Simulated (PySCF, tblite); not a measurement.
# C₉H₂₇NSi₃: geometry, infrared bands, NMR shifts and electronic excitations

What infrared bands, NMR shifts and electronic excitations should C₉H₂₇NSi₃ (`C[Si](C)(C)N([Si](C)(C)C)[Si](C)(C)C`) show?

The runs use tblite 0.8.0 and PySCF 2.14.0, with density-fitted response routines of our own; the level of theory stands in each step. All values are computed, except where a source is named. Atoms count from 0, in the outputs and in this text.

**1. The starting structure**

40 atoms, charge 0, multiplicity 1; geometry from: force field or distance geometry start.

Bonds of the start (Å): C0–Si1 1.90, Si1–C2 1.91, Si1–C3 1.90, Si1–N4 1.78, N4–Si5 1.76, Si5–C6 1.91, Si5–C7 1.92, Si5–C8 1.90, N4–Si9 1.76, Si9–C10 1.90, Si9–C11 1.91, Si9–C12 1.91, C0–H13 1.09, C0–H14 1.09, C0–H15 1.08, C2–H16 1.09, C2–H17 1.08, C2–H18 1.09, C3–H19 1.09, C3–H20 1.08, C3–H21 1.08, C6–H22 1.07, C6–H23 1.07, C6–H24 1.09, C7–H25 1.09, C7–H26 1.08, C7–H27 1.09, C8–H28 1.09, C8–H29 1.09, C8–H30 1.08 and more.

**2. Geometry optimisation with GFN2-xTB**

The job: settings as JSON, then the geometry in Å.

```
{"job": {"kind": "relax", "xc": "GFN2-xTB", "basis": "xTB"}, "charge": 0, "multiplicity": 1}
C     -1.646200     2.383700    -0.252100
Si    -0.907400     0.919000    -1.218100
C      0.169600     1.484300    -2.684700
C     -2.377900    -0.001500    -1.991700
N      0.070700    -0.060600    -0.099700
Si     1.499500     0.646600     0.637700
C      2.988500    -0.539900     0.458900
C      1.130700     1.051100     2.473700
C      2.088700     2.283300    -0.138100
Si    -0.548300    -1.607600     0.477900
C      0.652300    -2.565400     1.601900
C     -0.882500    -2.773600    -1.002100
C     -2.120300    -1.301400     1.527300
H     -2.253600     3.009500    -0.906900
H     -2.299500     2.043700     0.553200
H     -0.897000     3.018000     0.208000
H     -0.420200     1.481700    -3.601300
H      1.013900     0.830800    -2.834200
H      0.533200     2.499500    -2.549400
H     -2.999000    -0.491000    -1.238900
H     -3.001400     0.706100    -2.518900
H     -2.057400    -0.759900    -2.690800
H      2.853200    -1.216300    -0.357200
H      3.898700     0.002700     0.284300
H      3.140600    -1.134300     1.358200
H      0.302100     1.760800     2.552100
H      1.991500     1.481500     2.964300
H      0.831600     0.165500     3.031900
H      1.292500     3.021300    -0.209900
H      2.873400     2.716100     0.481500
H      2.496900     2.143100    -1.132900
H      0.139200    -3.418900     2.030700
H      1.512300    -2.938500     1.058000
H      1.025000    -1.967200     2.436100
H     -0.288300    -2.481700    -1.873300
H     -1.920700    -2.761600    -1.299800
H     -0.621100    -3.794100    -0.757800
H     -1.888800    -0.675300     2.375200
H     -2.890000    -0.808800     0.951700
H     -2.534200    -2.231400     1.890400
```

Run with:

```sh
$ OMP_NUM_THREADS=2 python probes_run.py task.json out
```

This one command runs all jobs of the session in turn.

**Question.** This job is followed by: GFN2-xTB harmonic vibrations, gas phase; PBE0-D3(BJ)/def2-SVP geometry optimisation, gas phase; GIAO PBE0/pcSseg-1 NMR shielding, non-relativistic, gas phase; TDDFT CAM-B3LYP/def2-SVPD, vertical, gas phase, core orbitals frozen in the response; GIAO wB97X-D/pcSseg-1 NMR shielding, non-relativistic, gas phase. What will the session give for the following? strongest single infrared mode (GFN2-xTB); zero-point energy (GFN2-xTB); point group; rotational constants (main isotopes); 13C shifts against TMS (PBE0/pcSseg-1, means over atoms taken as alike); 1H shifts against TMS (PBE0/pcSseg-1, means over atoms taken as alike); 29Si shifts against TMS (PBE0/pcSseg-1, means over atoms taken as alike); 15N shifts against NH3 (PBE0/pcSseg-1); lowest singlet (CAM-B3LYP/def2-SVPD); lowest triplet; range of the shift of N4.

The runs gave:

| quantity | value |
| --- | --- |
| strongest single infrared mode (GFN2-xTB) | 922 cm⁻¹, 1091 km/mol |
| zero-point energy (GFN2-xTB) | 214.1 kcal/mol |
| point group | C3 |
| rotational constants (main isotopes) | 0.55, 0.55, 0.38 GHz |
| 13C shifts against TMS (PBE0/pcSseg-1, means over atoms taken as alike) | 5.6 ppm |
| 1H shifts against TMS (PBE0/pcSseg-1, means over atoms taken as alike) | 0.17 ppm |
| 29Si shifts against TMS (PBE0/pcSseg-1, means over atoms taken as alike) | 5.3 ppm |
| 15N shifts against NH3 (PBE0/pcSseg-1) | 52.5 ppm |
| lowest singlet (CAM-B3LYP/def2-SVPD) | 6.79 eV (183 nm), f = 0.080 |
| lowest triplet | 6.65 eV |
| range of the shift of N4 | 48.5 to 52.5 ppm |

What this shows: Relaxing lowered the energy by 0.029 eV in 21 steps; the close pair that moved most is C6–H22, from 1.069 to 1.085 Å (GFN2-xTB). All 114 modes are real, so the xTB geometry is a minimum. GFN2-xTB is a fitted tight-binding method: band positions and strengths are rough. Its intensities can rank the bands wrongly. The start of the PBE0/def2-SVP relaxation was shaken at random by about 0.01 Å, so part of the energy gained, and of the first lengths quoted, undoes that. The optimisation took 16 steps and gained 0.364 eV; among the close pairs (by a distance rule), Si5–C6 changed most, from 1.925 to 1.884 Å (PBE0/def2-SVP). No frequency check was run at this level, so the end point may be a saddle. At PBE0/pcSseg-1: The widest tensor belongs to Si1, Si5, Si9: span 41 ppm, with a paramagnetic part of -539 ppm. The lowest singlet, at 6.79 eV, is HOMO→LUMO 0.93 and is bright; of the 10 states computed, the strongest absorption comes from states 8 to 9 together at 8.07 eV. The lowest triplet lies 0.13 eV below the lowest singlet (triplets in Tamm-Dancoff, singlets in full TDDFT). Across the 2 runs the shift of N4 moves most, between 48.5 (wB97X-D/pcSseg-1) and 52.5 ppm (PBE0/pcSseg-1). Part of that comes from the computed reference.
